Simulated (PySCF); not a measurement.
# C2H12Si4: electronic excitations

Wanted: the electronic excitations of C2H12Si4 (`[SiH3]C[Si@H]1C[SiH2][SiH2]1`), by calculation.

Programs: PySCF 2.14.0, with density-fitted response routines of our own. Each step states its level of theory. These are calculated values for one molecule in the gas phase, unless marked as measured. Atoms count from 0, in the outputs and in this text.

### Step 1. Starting geometry

18 atoms, charge 0, multiplicity 1; geometry from: GFN2-xTB.

Bonds of the start (Å): Si0–C1 1.90, C1–Si2 1.91, Si2–C3 1.93, C3–Si4 1.93, Si4–Si5 2.34, Si5–Si2 2.35, Si0–H6 1.47, Si0–H7 1.46, Si0–H8 1.46, C1–H9 1.09, C1–H10 1.09, Si2–H11 1.48, C3–H12 1.09, C3–H13 1.09, Si4–H14 1.47, Si4–H15 1.47, Si5–H16 1.47, Si5–H17 1.47.

### Step 2. Excited states and response: wB97X-D/def2-SVPD

The job: settings as JSON, then the geometry in Å.

```
{"job": {"kind": "uv", "xc": "wB97X-D", "basis": "def2-SVPD", "nstates": 8, "ntriplets": 3}, "charge": 0, "multiplicity": 1}
Si    -2.965365    -0.338076     0.248131
C     -1.368672    -0.557823    -0.753866
Si     0.017329     0.708997    -0.419012
C      0.711687     0.506710     1.375130
Si     2.513297    -0.130185     1.088921
Si     2.147433     0.123986    -1.206885
H     -3.918361    -1.398275    -0.100154
H     -2.678824    -0.419169     1.682369
H     -3.563376     0.963032    -0.060703
H     -1.616483    -0.530143    -1.815349
H     -0.972117    -1.556414    -0.565423
H     -0.552581     2.051844    -0.641142
H      0.116358    -0.171107     1.985781
H      0.707865     1.454622     1.911828
H      2.687750    -1.478567     1.646600
H      3.498233     0.702727     1.791604
H      2.283350    -1.064801    -2.062255
H      2.943719     1.138962    -1.911511
```

With the program's defaults for keys left out, this is: TDDFT wB97X-D/def2-SVPD, vertical, gas phase, core orbitals frozen in the response.

Command:

```console
$ OMP_NUM_THREADS=1 python probes_run.py task.json out
```

This one command runs all jobs of the session in turn.

Log:

```text
coarse grid: 16112 points
cycle   1  E = -1240.7427648729  dE =  1.348e-01  |g| = 3.373e-01  |ddm| = 4.879e+00
cycle   2  E = -1240.7607370701  dE = -1.797e-02  |g| = 2.486e-01  |ddm| = 8.734e-01
cycle   3  E = -1240.7774977751  dE = -1.676e-02  |g| = 3.719e-02  |ddm| = 3.517e-01
cycle   4  E = -1240.7780178005  dE = -5.200e-04  |g| = 1.021e-02  |ddm| = 1.309e-01
cycle   5  E = -1240.7780570203  dE = -3.922e-05  |g| = 2.111e-03  |ddm| = 2.935e-02
cycle   6  E = -1240.7780591919  dE = -2.172e-06  |g| = 8.103e-04  |ddm| = 7.951e-03
final grid: 134584 points
cycle   7  E = -1240.9455639808  dE = -8.592e-05  |g| = 3.517e-03  |ddm| = 1.246e-01
cycle   8  E = -1240.9455665429  dE = -2.562e-06  |g| = 2.423e-03  |ddm| = 1.810e-02
cycle   9  E = -1240.9455680970  dE = -1.554e-06  |g| = 5.028e-04  |ddm| = 3.698e-03
cycle  10  E = -1240.9455682005  dE = -1.035e-07  |g| = 1.076e-04  |ddm| = 1.519e-03
cycle  11  E = -1240.9455682075  dE = -7.040e-09  |g| = 3.518e-05  |ddm| = 4.077e-04
cycle  12  E = -1240.9455682084  dE = -8.317e-10  |g| = 1.437e-05  |ddm| = 1.348e-04
converged SCF energy = -1240.9455682084

Static polarisability (au): isotropic 135.966, principal 111.781 131.665 164.454

Singlet excitations
state   eV       nm        f      main configurations
  1   5.3970    229.7   0.00211   H->L 0.94
  2   6.0435    205.2   0.01904   H-1->L 0.94
  3   6.1419    201.9   0.16694   H->L+1 0.85
  4   6.3599    194.9   0.00252   H-2->L 0.94
  5   6.7077    184.8   0.01901   H-1->L+1 0.63, H->L+2 0.26
  6   6.8169    181.9   0.07758   H->L+2 0.42, H-1->L+1 0.26, H-1->L+2 0.19
  7   6.9288    178.9   0.05051   H-1->L+2 0.48, H->L+2 0.20, H-2->L+1 0.12
  8   7.1127    174.3   0.01489   H->L+3 0.70, H->L+4 0.17

Triplet excitations (Tamm-Dancoff, eV): 4.8735 5.3495 5.5719
```

Wall time 86 s (1 thread of Arm Neoverse N1, shared host); peak memory 1 GiB.

Frontier orbitals and where they lie:

```
orbital      eV                         atoms
 HOMO−3  -10.70   C1 21 %, Si2 19 %, H11 13 %
 HOMO−2  -10.09   C3 42 %, Si4 17 %, Si2 14 %
 HOMO−1   -9.70   Si5 26 %, C3 23 %, Si4 15 %
   HOMO   -9.10  Si5 32 %, Si2 22 %, Si4 16 %
   LUMO    0.89  Si5 27 %, Si4 17 %, Si2 16 %
 LUMO+1    1.24  Si5 22 %, Si4 20 %, Si2 15 %
 LUMO+2    1.68  Si5 26 %, Si4 16 %, Si2 12 %
```

With each of the 8 states as a Gaussian band of 0.4 eV half-width at 1/e, the curve within the window shown has maxima at 201 nm (ε 7,900), 182 nm (ε 6,500) L/(mol cm). Beyond the last state computed it falls off for lack of states. The curve at chosen wavelengths:

(nm, ε (L/mol/cm)): (167, 1193), (171, 2828), (174, 4348), (178, 5988), (182, 6539), (185, 6386), (189, 6212), (192, 6501), (196, 7327), (200, 7906), (203, 7743), (207, 6644), (211, 4945), (214, 3637), (218, 2186), (222, 1200), (225, 737), (229, 381), (233, 205), (236, 135), (240, 83), (243, 59), (247, 38), (251, 24), (254, 16), (258, 9)

Further results of this job:

```csv
property,computed
dipole moment (D),0.39
polarisability (Å³),20.15
HOMO–LUMO gap (eV),9.99
−ε(HOMO) (eV),9.10
```

### Step 3. Outcome

```
                                quantity                        value
      lowest singlet (wB97X-D/def2-SVPD)  5.40 eV (230 nm), f = 0.002
brightest single state of those computed  state 3, 6.14 eV, f = 0.167
                          lowest triplet                      4.87 eV
```

The first singlet state (HOMO→LUMO 0.94) lies at 5.40 eV and is weak; of the 8 states computed, the strongest absorption comes from state 3 at 6.14 eV. The lowest triplet lies 0.52 eV below the lowest singlet (triplets in Tamm-Dancoff, singlets in full TDDFT).
